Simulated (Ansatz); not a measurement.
# GdAg2: magnetism under pressure and tension, part 2 of 2

Aim: scale the cell of GdAg2 and follow its moments, with and without spin polarisation. Methods of the runs shown: LAPW. Companion runs by PAW are cited. Its runs: free moments (LAPW); volume scaled by 0.86 (LAPW); volume scaled by 0.96 (LAPW); volume scaled by 1.1 (LAPW).

Ansatz 0.2.0; DFT PBEsol; a database cell (COD). Earlier steps stand in the parts before.

## Step 5: Volume scaled by 1.1, LAPW

input.yaml

```yaml
crystal:
  lattice:
    - [-1.9319122361, 1.9319122361, 4.8269418199]
    - [1.9319122361, -1.9319122361, 4.8269418199]
    - [1.9319122361, 1.9319122361, -4.8269418199]
  atoms:
    - { symbol: Gd, position: [0.0, 0.0, 0.0], spin: 7.0 }
    - { symbol: Ag, position: [0.327, 0.327, 0.0] }
    - { symbol: Ag, position: [0.673, 0.673, 0.0] }
magnetization:
  spin_polarized: true
kpoints:
  mp_grid: { grid: [13, 13, 13] }
scf:
  occupations: { method: fermi_dirac, width: 0.05 }
hamiltonian:
  xc: pbesol
  pseudopotentials: { kind: all_electron, lapw: { basis_error: 0.001 } }
output:
  forces: true
  stress: true
  eigenvalues: false
  populations: true
```

Started as:

```bash
ansatz run input.yaml --threads 2 --pin off --max-ram 6144MiB --backend cpu --events-out ev --progress --plain --runs-dir out
```

What it wrote:

```text
settings of this run that can trade accuracy for cost: output.eigenvalues: false. Do not mix this run's numbers with those of runs without the same settings; the input reference describes each key
Gd: projections on atomic orbitals take those of the free atom 1s2 2s2 2p6 3s2 3p6 3d10 4s2 4p6 4d10 4f7 5s2 5p6 5d1 6s2, of charge +0.00 (hamiltonian.pseudopotentials.projection_atoms)
Ag: projections on atomic orbitals take those of the free atom 1s2 2s2 2p6 3s2 3p6 3d10 4s2 4p6 4d10 5s1, of charge +0.00 (hamiltonian.pseudopotentials.projection_atoms)
LAPW: plane waves up to 7.319 Å⁻¹, error target 1.0e-3 eV per atom; small_component_spin mean_spin; Ag in spheres of 1.550 Å, 19 of its electrons in bands, Dirac shells []; Gd in spheres of 1.607 Å, 34 of its electrons in bands, Dirac shells []
Engine: ansatz 0.2.0
Pseudopotentials: kind: all_electron
Pseudopotential: Gd, LAPW, valence charge 34, Koelling and Harmon's equation, gaussian nucleus
Pseudopotential: Ag, LAPW, valence charge 19, Koelling and Harmon's equation, gaussian nucleus
Functional definition: PBEsol
  exchange = pbesol_x
  correlation = pbesol_c
Crystal: 3 atoms, lattice volume = 72.062 Å³
Basis set: ecut = 204.06699331389066 eV, 479 PW (Γ), FFT grids on a1+a3, a2+a3, a3, exchange–correlation at level 2
Bands: 48, of which v1, the nominal top of the filled ones, is band 36 counted from 1 (35 counted from 0)
Symmetry: 16 space group operations
Space group: I4/mmm (ITA 139), of the structure as read, at distance tolerance 4.2e-5 Å
Magnetic group: BNS 139.531 (UNI 1191), of the structure as read, at distance tolerance 4.2e-5 Å
k-points: 196 of 2197
Non-local potential: Gd, projectors of the file, none
Non-local potential: Ag, projectors of the file, none
Initial density: superposition of atomic densities (chi_scale 0.1, normalization cell, long waves kept (reshape's long-wave potential 0.00 eV rms))
Starting moments: Σ|m| = 7 μB on 1 of 3 sites
Initial wavefunctions: plane waves of lowest kinetic energy (no species holds an atomic orbital)
Functional: x = pbesol(κ = 0.804, μ = 0.12345679012345678), c = pbesol(β = 0.046)
iter 1 solved again at ethr=8.43e-4 eV; its pass at ethr=1.00e-1 eV (dr2=6.07e-1 eV) is discarded
SCF iter   1: F=—  HF=-595766.683291 eV  |F-HF|=—  |Δ(HF+E_count)|=         —  Δρ=1.15e-2 (↑1.15e-2 ↓1.02e-2)  dr2=6.08e-1  dr2_m=2.65e-3  M=7.168 μB ∫|m|=7.217 μB  β_m=0.30  ethr=8.43e-4  ⟨swp⟩=2.1  Hψ=116087  notcnv=0
Mixer restart at iter 1: flushing history
preconditioner: auto → Kerker (q_TF=auto, 2.728 Å⁻¹)  [metal: Δε(μ)=0.005 eV  Ē_g=9.717 eV  σ=0.050 eV  W_gap=0.03  n_scr=32 (ndim 8)  ℏωp=27.0 eV  f_vac=0.000  D(μ)=1.55/eV (n_scr^D=10)]
spin=Collinear: Kerker preconditioning applied to the charge; magnetization (m = ρ↑ − ρ↓) channel mixes plain (no charge-response kernel on spin).
SCF iter   2: F=—  HF=-595765.642719 eV  |F-HF|=—  |Δ(HF+E_count)|=    1.04e0  Δρ=5.52e-3 (↑4.29e-3 ↓5.52e-3)  dr2=1.19e-1  dr2_m=1.18e-3  M=7.179 μB ∫|m|=7.207 μB  β_m=0.29  ethr=8.43e-4  ⟨swp⟩=2.1  Hψ=58822  notcnv=0
SCF iter   3: F=—  HF=-595765.614824 eV  |F-HF|=—  |Δ(HF+E_count)|=         —  Δρ=4.32e-3 (↑3.61e-3 ↓4.32e-3)  dr2=7.01e-2  dr2_m=6.46e-4  M=7.179 μB ∫|m|=7.210 μB  β_m=0.57  ethr=1.66e-4  ⟨swp⟩=2.0  Hψ=55265  notcnv=0
the basis was enlarged: its passes take 422.4 KiB over the memory plan, 2 of 2 planned eigensolver slots
SCF iter   4: F=—  HF=-595765.663145 eV  |F-HF|=—  |Δ(HF+E_count)|=   4.83e-2  Δρ=1.69e-3 (↑1.69e-3 ↓1.45e-3)  dr2=1.37e-2  dr2_m=4.93e-5  M=7.163 μB ∫|m|=7.198 μB  β_m=0.64  ethr=9.74e-5  ⟨swp⟩=2.0  Hψ=54720  notcnv=0
SCF iter   5: F=—  HF=-595765.673127 eV  |F-HF|=—  |Δ(HF+E_count)|=   9.98e-3  Δρ=1.27e-3 (↑1.27e-3 ↓1.03e-3)  dr2=7.49e-3  dr2_m=5.28e-5  M=7.150 μB ∫|m|=7.186 μB  β_m=0.82  ethr=1.90e-5  ⟨swp⟩=2.0  Hψ=54357  notcnv=0
SCF iter   6: F=—  HF=-595765.696163 eV  |F-HF|=—  |Δ(HF+E_count)|=   2.30e-2  Δρ=6.47e-4 (↑6.47e-4 ↓5.17e-4)  dr2=2.58e-3  dr2_m=6.31e-6  M=7.128 μB ∫|m|=7.164 μB  β_m=0.73  ethr=1.04e-5  ⟨swp⟩=2.2  Hψ=54614  notcnv=0
iter 7 solved again at ethr=1.35e-7 eV; its pass at ethr=3.58e-6 eV (dr2=9.73e-5 eV) is discarded
SCF iter   7: F=—  HF=-595765.695607 eV  |F-HF|=—  |Δ(HF+E_count)|=   5.56e-4  Δρ=1.79e-4 (↑1.79e-4 ↓1.51e-4)  dr2=9.81e-5  dr2_m=5.82e-6  M=7.105 μB ∫|m|=7.142 μB  β_m=0.78  ethr=1.35e-7  ⟨swp⟩=2.4  Hψ=93915  notcnv=0
SCF iter   8: F=—  HF=-595765.695880 eV  |F-HF|=—  |Δ(HF+E_count)|=   2.74e-4  Δρ=6.65e-5 (↑5.87e-5 ↓6.65e-5)  dr2=1.49e-5  dr2_m=9.28e-7  M=7.099 μB ∫|m|=7.136 μB  β_m=0.89  ethr=1.35e-7  ⟨swp⟩=2.5  Hψ=56251  notcnv=0
SCF iter   9: F=—  HF=-595765.696005 eV  |F-HF|=—  |Δ(HF+E_count)|=   1.25e-4  Δρ=2.71e-5 (↑1.93e-5 ↓2.71e-5)  dr2=2.22e-6  dr2_m=6.13e-8  M=7.095 μB ∫|m|=7.132 μB  β_m=0.95  ethr=2.07e-8  ⟨swp⟩=2.6  Hψ=56882  notcnv=0
SCF iter  10: F=—  HF=-595765.696020 eV  |F-HF|=—  |Δ(HF+E_count)|=   1.43e-5  Δρ=1.38e-5 (↑1.17e-5 ↓1.38e-5)  dr2=9.33e-7  dr2_m=2.78e-9  M=7.094 μB ∫|m|=7.130 μB  β_m=0.89  ethr=3.09e-9  ⟨swp⟩=2.5  Hψ=56593  notcnv=0
SCF iter  11: F=—  HF=-595765.696020 eV  |F-HF|=—  |Δ(HF+E_count)|=   1.05e-7  Δρ=8.04e-6 (↑7.06e-6 ↓8.04e-6)  dr2=3.38e-7  dr2_m=7.92e-10  M=7.094 μB ∫|m|=7.130 μB  β_m=0.94  ethr=1.30e-9  ⟨swp⟩=2.0  Hψ=55460  notcnv=0
SCF iter  12: F=—  HF=-595765.696020 eV  |F-HF|=—  |Δ(HF+E_count)|=   7.66e-8  Δρ=2.63e-6 (↑2.63e-6 ↓2.17e-6)  dr2=4.79e-8  dr2_m=2.19e-10  M=7.093 μB ∫|m|=7.130 μB  β_m=0.97  ethr=4.70e-10  ⟨swp⟩=2.0  Hψ=55458  notcnv=0
SCF iter  13: F=—  HF=-595765.696020 eV  |F-HF|=—  |Δ(HF+E_count)|=   1.80e-8  Δρ=9.31e-7 (↑6.40e-7 ↓9.31e-7)  dr2=2.97e-9  dr2_m=1.09e-10  M=7.094 μB ∫|m|=7.130 μB  β_m=0.99  ethr=6.65e-11  ⟨swp⟩=2.0  Hψ=55471  notcnv=0
SCF iter  14: F=-595765.696020 eV  HF=-595765.696020 eV  |F-HF|=5.82e-10  |Δ(HF+E_count)|=   5.12e-9  Δρ=3.35e-7 (↑2.98e-7 ↓3.35e-7)  dr2=3.93e-10  dr2_m=1.38e-11  M=7.094 μB ∫|m|=7.130 μB  ethr=8.15e-12 (applied; sched 4.13e-12)  ⟨swp⟩=2.0  Hψ=55458  notcnv=0
SCF 1 converged in 14 iterations: F = -595765.696020 eV  dr2 = 3.93e-10
SCF converged after 14 iterations
Magnetization: 7.0935 μB (39.5468 up, 32.4532 down)
Absolute magnetization: 7.1302 μB (∫|ρ↑−ρ↓|)
Spin contamination: 0.0211 ħ² per cell (⟨S²⟩ above its minimum at these occupations)
Per-site moments (μB) at R_I (Å): [(7.003314755644023, 1.6070323753576798), (0.003405914273258759, 1.5497875278166375), (0.003405914273258759, 1.5497875278166375)]
Free energy (F): -595765.696020 eV
Harris-Foulkes:  -595765.696020 eV  (|F-HF|=5.82e-10)
Internal energy: -595765.676645 eV  (E = F + TS)
E sigma→0 (E₀):  -595765.686332 eV
Entropy (-TS):   -0.019375 eV (-6.458 meV/atom)
Fermi energy:    15.102865 eV
--- Per-component energies (eV) ---
  E_band       = -3316.372163
  E_kinetic    = 635551.982088
  E_xc         = -14691.264033
  E_electrostatic = -1216626.394700  (all electrons and nuclei)
  E_smearing   = -0.019375  (= −TS)
  E_closure    = 0.000000  (closes the sum)
  E_atoms      = -595744.027266  (free atoms, spherical and without spin; not in F)
  Σ components = -595765.696020   (vs F -595765.696020, Δ=0.00e0)
  Basis errors (estimates in eV, not in F): energy 2.9e-4 per atom: plane waves 2.2e-4 (1.1e-4 summed), levels above the bands 8.6e-64, relativity 8.6e-8, radial functions 6.8e-5, core shells 9.7e-8; eigenvalues (radial functions only) 1.1e-6; not estimated: angular momenta, meshes, grids; target (lapw.basis_error) 1.0e-3; muffin-tin radii Ag 1.550 Å, Gd 1.607 Å
--- Forces (eV/Å), atoms counted from 1 ---
  atom   1  Gd    -0.00000000     0.00000000     0.00000000
  atom   2  Ag     0.00000000     0.00000000     0.03248960
  atom   3  Ag     0.00000000    -0.00000000    -0.03248960
  max |Σ_I F_I| component: 3.47e-18 eV/Å
--- Stress (GPa, compression-positive) ---
       -7.687528       0.000000       0.000000
        0.000000      -7.687528      -0.000000
        0.000000      -0.000000      -8.492441
  P = ⅓ Tr σ = -7.9558 GPa (-79.558 kbar)
--- Löwdin populations: 3 sites ---
  site symbol       q [e]    m [muB]
     0     Gd     64.1343     7.1226
     1     Ag     46.7748    -0.0221
     2     Ag     46.7748    -0.0221
  spilling = 0.002000 (of n_electrons = 158.000000)
settings of this run that can trade accuracy for cost: output.eigenvalues: false. Do not mix this run's numbers with those of runs without the same settings; the input reference describes each key
```

Run time: 3.5 min. Hardware: 2 threads of Arm Neoverse V1, shared host; peak memory 1.9 GiB.

Result: total moment 7.09 μB; site moments Gd1 7.00, Ag2 0.00, Ag3 0.00 μB; pressure -7.96 GPa.

## Step 6: All runs together

Rows by PAW come from runs of the same series that aren't printed here.

| method | volume × | start | largest site moment (μB) | total moment (μB) | pressure (GPa) | gain by magnetism (meV/atom) |
| --- | --- | --- | --- | --- | --- | --- |
| LAPW | 0.86 | moments | 7.02 | 7.12 | 12.2 | – |
| LAPW | 0.96 | moments | 7.02 | 7.11 | 0.1 | – |
| LAPW | 1 | moments | 7.02 | 7.11 | -3.0 | – |
| LAPW | 1.1 | moments | 7.00 | 7.09 | -8.0 | – |
| PAW | 0.66 | no spin | – | – | 70.5 | – |
| PAW | 0.66 | moments | 6.90 | 7.15 | 78.7 | 2378.7 |
| PAW | 0.74 | no spin | – | – | 37.2 | – |
| PAW | 0.74 | moments | 6.94 | 7.13 | 41.6 | 2445.8 |
| PAW | 0.8 | no spin | – | – | 21.6 | – |
| PAW | 0.8 | moments | 6.95 | 7.13 | 24.1 | 2473.6 |
| PAW | 0.86 | no spin | – | – | 11.1 | – |
| PAW | 0.86 | moments | 6.96 | 7.12 | 12.2 | 2488.2 |
| PAW | 0.92 | no spin | – | – | 3.9 | – |
| PAW | 0.92 | moments | 6.97 | 7.12 | 4.1 | 2493.3 |
| PAW | 0.96 | no spin | – | – | 0.4 | – |
| PAW | 0.96 | moments | 6.97 | 7.11 | 0.1 | 2492.9 |
| PAW | 1 | no spin | – | – | -2.3 | – |
| PAW | 1 | moments | 6.97 | 7.11 | -3.0 | 2490.1 |
| PAW | 1.04 | no spin | – | – | -4.4 | – |
| PAW | 1.04 | moments | 6.97 | 7.10 | -5.4 | 2485.5 |
| PAW | 1.1 | no spin | – | – | -6.6 | – |
| PAW | 1.1 | moments | 6.96 | 7.10 | -8.0 | 2476.0 |
| PAW | 1.25 | no spin | – | – | -9.4 | – |
| PAW | 1.25 | moments | 6.93 | 7.07 | -11.1 | 2444.5 |

## Step 7: Outcome

What follows sums up all 2 parts.

```
                  quantity    value
total moment at 0.66 (PAW)  7.15 μB
   total moment at 1 (PAW)  7.11 μB
total moment at 1.25 (PAW)  7.07 μB
```

By PAW the total moment runs from 7.15 μB at 0.66 of the volume to 7.07 μB at 1.25. At the given cell magnetism adds -0.7 GPa to the pressure. No U acts on the open f shell, so these are results of the method and may differ from the real material's. Other magnetic orders may lie lower; this is the state that the run reached. Spin-orbit coupling is left out, though the cell holds Gd; in elements this heavy it can shift bands and gaps by tenths of an eV. With one magnetic atom in the cell only ferromagnetic order fits; the real order can differ. The k mesh (13×13×13) wasn't tested for convergence.
